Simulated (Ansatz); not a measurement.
# As₂H₃ (doublet): wave-function methods side by side, cc-pVDZ

One table from this session's results is given with a row withheld; the runs are named, their logs left out.

The runs use Ansatz 0.2.0, Gaussian basis; cc-pVDZ, core rule «outside noble gas», up to 28 orbitals frozen.

The runs, in order: UHF; CCSD(T) on ROHF; CCSD(T) on UHF; BCCD(T) on ROHF; CISD as a restricted active space (open shells left free, so some higher excitations enter); CCSDT(Q) on ROHF; CCSDT(Q) on UHF.

22 further runs of the same task are left out: 8 that didn't finish, 14 set aside as unsound or not needed. Runs told in other sessions of the task aren't counted.

### The system

The geometry is a PBE0/def2-TZVP stationary point (not a proven minimum). No spin-orbit coupling is included. The filled d shell of As may be among the frozen orbitals whatever the setting's name suggests.

5 atoms, charge 0, spin multiplicity 2.

Atoms are counted from 1 here; the program's logs count them from 0.

Bond lengths: As1–As2 2.421 Å, As1–H3 1.524 Å, As1–H4 1.522 Å, As2–H5 1.528 Å. Angles: As2–As1–H3 95.2°, As2–As1–H4 93.7°, H3–As1–H4 92.9°, As1–As2–H5 90.7°.

Set-up of the first run:

File in.yaml:

```yaml
crystal:
  periodic: [false, false, false]
  atoms:
    - {symbol: As, position_ang: [0.044935, 0.028439, 1.200164]}
    - {symbol: As, position_ang: [-0.020577, -0.040135, -1.219332]}
    - {symbol: H, position_ang: [-1.295538, 0.736132, 1.353769]}
    - {symbol: H, position_ang: [-0.578949, -1.351358, 1.353196]}
    - {symbol: H, position_ang: [0.063884, 1.484618, -1.282235]}
basis:
  gaussian: {orbitals: cc-pVDZ}
magnetization: {spin_polarized: true, initial_magnetization: 1}
hamiltonian: {xc: hf}
output: {orbitals: {seedname: orbitals}}
```

The run is started by

```console
ansatz run in.yaml --threads 1 --pin off --events-out ev --progress --plain --max-ram 2393MiB
```

Steps of the session up to this table: UHF; CCSD(T) on ROHF; CCSD(T) on UHF; BCCD(T) on ROHF; CISD as a restricted active space (open shells left free, so some higher excitations enter); CCSDT(Q) on ROHF; CCSDT(Q) on UHF.

One table of the session follows, with a row left open; its other results are not shown here.

| method | from UCCSDT(Q) (meV) |
| --- | --- |
| ROHF | +6977.1 |
| UHF | +6866.4 |
| RMP2 | +1314.1 |
| UMP2 | ? |
| CISD | +874.1 |
| RCCSD | +238.4 |
| UCCSD | +233.5 |
| RCCSD(T) | +43.5 |
| UCCSD(T) | +41.2 |
| BCCD(T) | +42.7 |
| RCCSDT | +14.1 |
| UCCSDT | +11.3 |
| RCCSDT(Q) | +3.0 |
| UCCSDT(Q) | 0 |

Estimate the missing values for UMP2.

The run gave: from UCCSDT(Q) (meV): +1323.1. In the column «from UCCSDT(Q) (meV)» it lies between RMP2 (+1314.1) and UHF (+6866.4).

With the free atoms at the same levels and basis (separate runs), the atomisation energy is 9.682 eV at UCCSDT(Q), 9.684 eV at RCCSD(T), 9.654 eV at UCCSD(T), 6.581 eV at ROHF.

Caveats from the session: Restricted and unrestricted rows rest on different reference determinants; a gap between their highest levels can come from leftover correlation error, from unlike frozen cores or from another state.
